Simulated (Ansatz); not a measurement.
**CH5BGeO (SMILES [BH2][GeH2][CH]=O) at 3 levels**

Aim: a comparison of 3 runs (HF/def2-SVP, PBE0/def2-SVP, r2SCAN/pcseg-2) of CH5BGeO. 

The calculation is run with Ansatz 0.2.0.

4 further runs of the same task are left out: 1 for a known fault of the program, 1 that didn't finish, 2 set aside as unsound or not needed.

## (1) Starting point

CH5BGeO: 9 atoms, total charge 0, spin state singlet. SMILES: `[BH2][GeH2][CH]=O`. Geometry: relaxed at PBE0-D4/def2-TZVP. This is one conformer, not always the lowest.

Bond lengths: B1–Ge2 2.051 Å, Ge2–C3 2.023 Å, C3–O4 1.196 Å, B1–H5 1.193 Å, B1–H6 1.194 Å, Ge2–H7 1.542 Å, Ge2–H8 1.534 Å, C3–H9 1.116 Å. Some angles: B1–Ge2–C3 106.4°, Ge2–C3–O4 123.3°, B1–Ge2–H7 111.4°, B1–Ge2–H8 116.3°, C3–Ge2–H7 104.9°, C3–Ge2–H8 107.1°, Ge2–B1–H5 121.6°, Ge2–B1–H6 119.4°, Ge2–C3–H9 116.4°, O4–C3–H9 120.3°.

## (2) Energy and forces at HF/def2-SVP (run 1)

Input file molecule.yaml:

```yaml
crystal:
  periodic: [false, false, false]
  atoms:
    - symbol: B
      position_ang: [-0.961500, 1.346800, -0.431300]
    - symbol: Ge
      position_ang: [0.739100, 0.233600, -0.157300]
    - symbol: C
      position_ang: [0.136900, -1.567100, 0.540000]
    - symbol: O
      position_ang: [0.054500, -2.542700, -0.147600]
    - symbol: H
      position_ang: [-1.354200, 1.631800, -1.521100]
    - symbol: H
      position_ang: [-1.605300, 1.676900, 0.519000]
    - symbol: H
      position_ang: [1.619500, 0.818700, 0.965600]
    - symbol: H
      position_ang: [1.590500, -0.027500, -1.406800]
    - symbol: H
      position_ang: [-0.130800, -1.616800, 1.622200]
basis:
  gaussian: {orbitals: def2-SVP}
hamiltonian: {xc: hf}
accuracy: high
output: {forces: true, orbitals: {seedname: orbitals}}
```

On the command line:

```
ansatz run molecule.yaml --threads 1 --pin off --max-ram 2610MiB --events-out events.jsonl --progress --plain --runs-dir runs
```

Standard output:

```text
Warning: RAYON_NUM_THREADS=1 ignored (pool sized by the plan → 1); use --threads N
Functional definition: HF
  name "HF"
  exchange = exact_x
  correlation = 0
2192 factors; integrals over basis functions are off by at most 4.8e-9 eV
mean field evaluation 1: about -60277.0495 eV, gradient 3.3e1 eV
mean field evaluation 2: about -60277.1152 eV, gradient 3.3e1 eV
mean field evaluation 4: about -60280.0332 eV, gradient 3.5e0 eV
mean field evaluation 8: about -60280.1160 eV, gradient 4.0e-1 eV
mean field evaluation 16: about -60280.1173 eV, gradient 1.5e-8 eV
mean field -60280.11725203 eV, -2215.2534496810 hartree, gradient 5.4e-8 eV, S^2 0.000000; 0 other end points of the search recorded, 0 dependent functions left out
the calculation of the forces begins
reference -60280.11725203 eV, -2215.2534496810 hartree; 28, 28 occupied and 71, 71 virtual orbitals, 2192 factors
Total energy: -60280.11725203 eV, -2215.2534496810 hartree
Atom 0 at    -0.961500     1.346800    -0.431300 Å, force    -0.343355     0.214285    -0.127680 eV/Å
Atom 1 at     0.739100     0.233600    -0.157300 Å, force     0.466198    -0.590262     0.161584 eV/Å
Atom 2 at     0.136900    -1.567100     0.540000 Å, force    -0.019769    -0.746361    -0.546810 eV/Å
Atom 3 at     0.054500    -2.542700    -0.147600 Å, force     0.054341     1.033814     0.757020 eV/Å
Atom 4 at    -1.354200     1.631800    -1.521100 Å, force    -0.060949     0.075908    -0.066966 eV/Å
Atom 5 at    -1.605300     1.676900     0.519000 Å, force    -0.074741     0.050794     0.058172 eV/Å
Atom 6 at     1.619500     0.818700     0.965600 Å, force     0.003049     0.026042    -0.065159 eV/Å
Atom 7 at     1.590500    -0.027500    -1.406800 Å, force    -0.041495     0.065638     0.044037 eV/Å
Atom 8 at    -0.130800    -1.616800     1.622200 Å, force     0.016722    -0.129857    -0.214198 eV/Å
Dipole moment:    -0.050402     0.571660     0.214567 e Å
```

Run time: 7.5 s. Hardware: 1 thread of Arm Neoverse V1, shared host; peak memory 0.32 GiB.

## (3) Energy and gradient at PBE0/def2-SVP (run 2)

Input file job.yaml:

```yaml
crystal:
  periodic: [false, false, false]
  atoms:
    - {symbol: B, position_ang: [-0.961500, 1.346800, -0.431300]}
    - {symbol: Ge, position_ang: [0.739100, 0.233600, -0.157300]}
    - {symbol: C, position_ang: [0.136900, -1.567100, 0.540000]}
    - {symbol: O, position_ang: [0.054500, -2.542700, -0.147600]}
    - {symbol: H, position_ang: [-1.354200, 1.631800, -1.521100]}
    - {symbol: H, position_ang: [-1.605300, 1.676900, 0.519000]}
    - {symbol: H, position_ang: [1.619500, 0.818700, 0.965600]}
    - {symbol: H, position_ang: [1.590500, -0.027500, -1.406800]}
    - {symbol: H, position_ang: [-0.130800, -1.616800, 1.622200]}
basis:
  gaussian: {orbitals: def2-SVP}
output: {forces: true, orbitals: {seedname: orbitals}}
accuracy: high
hamiltonian: {xc: {name: PBE0}}
```

On the command line:

```
ansatz run job.yaml --threads 1 --pin off --max-ram 2610MiB --events-out events.jsonl --progress --plain --runs-dir runs
```

Standard output, shortened:

```text
Warning: RAYON_NUM_THREADS=1 ignored (pool sized by the plan → 1); use --threads N
Functional definition: PBE0
  name "PBE0"
[...]
2192 factors; integrals over basis functions are off by at most 4.8e-9 eV
[...]
mean field -60336.29176450 eV, -2217.3178249378 hartree, gradient 3.8e-8 eV, S^2 0.000000; 0 other end points of the search recorded, 0 dependent functions left out
[...]
reference -60336.29176712 eV, -2217.3178250342 hartree; 28, 28 occupied and 71, 71 virtual orbitals, 2192 factors
Total energy: -60336.29176712 eV, -2217.3178250342 hartree
Atom 0 at    -0.961500     1.346800    -0.431300 Å, force     0.285987    -0.149087     0.028858 eV/Å
Atom 1 at     0.739100     0.233600    -0.157300 Å, force    -0.046276    -0.052229     0.018752 eV/Å
Atom 2 at     0.136900    -1.567100     0.540000 Å, force     0.057940     0.085537    -0.148838 eV/Å
Atom 3 at     0.054500    -2.542700    -0.147600 Å, force     0.007691    -0.112526    -0.155591 eV/Å
Atom 4 at    -1.354200     1.631800    -1.521100 Å, force    -0.115090     0.074465    -0.301593 eV/Å
Atom 5 at    -1.605300     1.676900     0.519000 Å, force    -0.176366     0.092384     0.259328 eV/Å
Atom 6 at     1.619500     0.818700     0.965600 Å, force     0.026117     0.021392     0.027700 eV/Å
Atom 7 at     1.590500    -0.027500    -1.406800 Å, force     0.018008     0.002641    -0.032153 eV/Å
Atom 8 at    -0.130800    -1.616800     1.622200 Å, force    -0.058011     0.037424     0.303536 eV/Å
Dipole moment:    -0.033734     0.373094     0.207980 e Å
```

Run time: 15 s. Hardware: 1 thread of Arm Neoverse V1, shared host; peak memory 0.36 GiB.

## (4) Energy and forces at r2SCAN/pcseg-2 (run 3)

job.yaml: that of step 3 with these lines changed.

```diff
@@ -13,5 +13,5 @@
 basis:
-  gaussian: {orbitals: def2-SVP}
+  gaussian: {orbitals: pcseg-2}
+hamiltonian: {xc: r2scan}
+accuracy: high
 output: {forces: true, orbitals: {seedname: orbitals}}
-accuracy: high
-hamiltonian: {xc: {name: PBE0}}
```

On the command line:

```
ansatz run job.yaml --threads 1 --pin off --max-ram 2610MiB --events-out events.jsonl --progress --plain --runs-dir runs
```

Standard output, shortened:

```text
Warning: RAYON_NUM_THREADS=1 ignored (pool sized by the plan → 1); use --threads N
Functional definition: r2SCAN
  name "r2SCAN"
[...]
3549 factors; integrals over basis functions are off by at most 1.7e-8 eV
[...]
mean field -60358.01513300 eV, -2218.1161440055 hartree, gradient 4.3e-8 eV, S^2 0.000000; 0 other end points of the search recorded, 0 dependent functions left out
[...]
reference -60358.01513417 eV, -2218.1161440488 hartree; 28, 28 occupied and 175, 175 virtual orbitals, 3549 factors
Total energy: -60358.01513417 eV, -2218.1161440488 hartree
Atom 0 at    -0.961500     1.346800    -0.431300 Å, force     0.047708     0.001707     0.017828 eV/Å
Atom 1 at     0.739100     0.233600    -0.157300 Å, force     0.008168     0.216342    -0.082651 eV/Å
Atom 2 at     0.136900    -1.567100     0.540000 Å, force     0.007707     0.122296     0.188746 eV/Å
Atom 3 at     0.054500    -2.542700    -0.147600 Å, force    -0.014674    -0.244718    -0.173377 eV/Å
Atom 4 at    -1.354200     1.631800    -1.521100 Å, force     0.024346    -0.037051     0.040545 eV/Å
Atom 5 at    -1.605300     1.676900     0.519000 Å, force     0.036326    -0.025244    -0.030257 eV/Å
Atom 6 at     1.619500     0.818700     0.965600 Å, force    -0.058656    -0.059128    -0.052624 eV/Å
Atom 7 at     1.590500    -0.027500    -1.406800 Å, force    -0.048667    -0.002453     0.081250 eV/Å
Atom 8 at    -0.130800    -1.616800     1.622200 Å, force    -0.002258     0.028249     0.010540 eV/Å
Dipole moment:    -0.022352     0.351911     0.229345 e Å
```

Run time: 57 s. Hardware: 1 thread of Arm Neoverse V1, shared host; peak memory 0.99 GiB.

## (5) Overview of the runs

| run | level | energy (Eh) | dipole moment (D) | HOMO energy (eV) | LUMO energy (eV) | wall time |
| --- | --- | --- | --- | --- | --- | --- |
| 1 | HF/def2-SVP | -2215.253450 | 2.94 | -10.19 | 0.82 | 7.5 s |
| 2 | PBE0/def2-SVP | -2217.317825 | 2.06 | -6.87 | -2.68 | 15 s |
| 3 | r2SCAN/pcseg-2 | -2218.116144 | 2.02 | -6.00 | -3.40 | 57 s |

## (6) Results

| quantity | value |
| --- | --- |
| run 3: total energy | -2218.11614 Eh |
| run 3: dipole moment | 2.02 D |
| run 3: HOMO energy | -6.00 eV |
| run 3: LUMO energy | -3.40 eV |
| run 3: HOMO–LUMO gap | 2.59 eV |
| run 3: largest force on an atom | 0.300 eV/Å |

In words: The dipole moment (its size) runs from 2.02 D (r2SCAN/pcseg-2) to 2.94 D (HF/def2-SVP). The two ends differ in method and basis. The HOMO–LUMO gap runs from 2.59 eV (r2SCAN/pcseg-2) to 11.01 eV (HF/def2-SVP). Totals of different functionals can't be ranked against each other. All runs together took 80 s, the longest 57 s.
